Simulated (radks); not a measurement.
# Mo²⁺ in [Kr] 4d4: an all-electron calculation

What are the levels of the molybdenum ion Mo2+, how large are its shells, and how does its energy divide?

The numbers are computed with radks (a radial shooting solver on a logarithmic mesh, Libxc functionals) version 1 (Dirac Kohn-Sham, PBE, spin-unpolarised, spherical densities, finite nucleus; open shells fill j = l - 1/2 first), except any that are marked as measured or tabulated.

## 1. The system

| Quantity | Value |
| --- | --- |
| element | molybdenum (Z = 42) |
| charge | +2 |
| electrons | 40 |
| configuration | [Kr] 4d4 |
| nuclear rms radius | 4.4091 fm |

## 2. Self-consistent calculation

Input:

```text
Z 42
configuration [Kr] 4d4
relativity Dirac
functional pbe,pbe
spin unpolarised
j_filling energy
nucleus finite rms 4.4091 fm
c 137.035999084
```

**Question.** What will this run give?

**Answer**, as computed:

```
                        quantity                   value
                    total energy     -4048.34565 hartree
exchange-correlation share of it                  3.04 %
                            −T/E                  1.0369
          highest occupied level       4d3/2, -20.888 eV
    most extended occupied level  4d3/2, <r> = 1.72 bohr
 radius at density 0.001 e/bohr³               3.60 bohr
    maxima of the radial density                       4
         ionisation energy, NIST     27.1 (semi-emp.) eV
```

**Reading.** The radial density shows 4 maxima for 4 occupied principal shells. Relativity lifts −T/E to 1.037. The top level binds by 20.888 eV, 77 % of the NIST ionisation energy of 27.1 eV; the potential of a semilocal functional falls off too fast, so its top eigenvalue is too shallow. Spin polarisation and multiplet splitting are left out.
